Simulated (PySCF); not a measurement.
# BH2Br− (SMILES [BH2-]Br): UPBE0/STO-3G

What is the energy change on altering one bond length of BH2Br− at UPBE0/STO-3G? Input form: a Python script.

The calculation is run with PySCF 2.14.0.

7 further runs of the same task are left out: 7 set aside as unsound or not needed.

## (1) The structure to begin with

BH2Br−: 4 atoms, total charge -1, spin state doublet. As SMILES, `[BH2-]Br`. Geometry: relaxed at GFN2-xTB.

Bond lengths: B1–Br2 2.076 Å, B1–H3 1.213 Å, B1–H4 1.213 Å. Angles: Br2–B1–H3 109.1°, Br2–B1–H4 109.1°, H3–B1–H4 115.9°.

## (2) A single-point energy at UPBE0/STO-3G

Input file geometry.xyz:

```xyz
4
BBrH2
B     -0.380570     0.148840     0.001750
Br     1.540060     0.580870     0.661540
H     -0.770230    -0.861690     0.547550
H     -0.389260     0.131980    -1.210840
```

Input file calc.py:

```python
from pyscf import gto, dft

mol = gto.Mole()
mol.atom = 'geometry.xyz'
mol.verbose = 3
mol.spin = 1
mol.basis = 'sto-3g'
mol.charge = -1
mol.max_memory = 1860
mol.build()

mf = dft.UKS(mol, xc='pbe0')
mf.conv_tol = 1e-10
mf.grids.level = 5
mf.kernel()
if not mf.converged:
    mf = mf.newton().run(mf.mo_coeff, mf.mo_occ)

e_final = mf.e_tot
print('E(%s) = %.9f' % ('PBE0', e_final))
```

Command:

```console
$ OMP_NUM_THREADS=1 python calc.py
```

Log:

```text
WARN: HOMO -0.159276843766267 >= LUMO -0.159276843766261

converged SCF energy = -2571.35532606229  <S^2> = 0.75250614  2S+1 = 2.0025046
E(PBE0) = -2571.355326062
```

Run time: 3.9 s. Hardware: 1 thread of Arm Neoverse V2, shared host; peak memory 0.23 GiB.

## (3) The distorted shape, same level

Input file input.xyz:

```xyz
4
BBrH2
B     -0.302628     0.350971    -0.107424
Br     1.618002     0.783001     0.552366
H     -0.770230    -0.861690     0.547550
H     -0.311318     0.334111    -1.320014
```

Input file run.py:

```python
from pyscf import gto, dft

molecule = gto.M(
    atom='input.xyz',
    charge=-1,
    max_memory=1860,
    basis='sto-3g',
    spin=1,
    verbose=3,
)

ks = dft.UKS(molecule, xc='pbe0')
ks.conv_tol = 1e-10
ks.grids.level = 5
ks.kernel()
if not ks.converged:
    ks = ks.newton().run(ks.mo_coeff, ks.mo_occ)

e_final = ks.e_tot
print('Final energy', e_final)
```

Command:

```console
$ OMP_NUM_THREADS=1 python run.py
```

Log:

```text
converged SCF energy = -2571.3288476212  <S^2> = 0.75277972  2S+1 = 2.0027778
Final energy -2571.3288476211997
```

Run time: 4.2 s. Hardware: 1 thread of Arm Neoverse V2, shared host; peak memory 0.23 GiB.

## (4) Summary of results

Level: UPBE0/STO-3G.

| quantity | value |
| --- | --- |
| first shape: total energy | -2571.35533 Eh |
| first shape: HOMO energy (highest over α and β) | 5.92 eV |
| first shape: LUMO energy (lowest over α and β) | 12.26 eV |
| first shape: ⟨S²⟩ | 0.753 |
| distorted shape: total energy | -2571.32885 Eh |
| distorted shape: HOMO energy (highest over α and β) | 5.71 eV |
| distorted shape: LUMO energy (lowest over α and β) | 11.98 eV |
| distorted shape: ⟨S²⟩ | 0.753 |
| energy change with the B1–H3 bond stretched from 1.213 to 1.455 Å | 0.721 eV |

**Reading.** With the B1–H3 bond stretched from 1.213 to 1.455 Å the energy rises by 0.72 eV (69.5 kJ/mol). The first shape isn't relaxed at this level, so the change isn't measured from a minimum. The minimal basis adds a large error of its own. The HOMO (first shape) lies at positive energy, 5.92 eV; only total energies tell whether the electron is bound. The HOMO (distorted shape) lies at positive energy, 5.71 eV; only total energies tell whether the electron is bound.
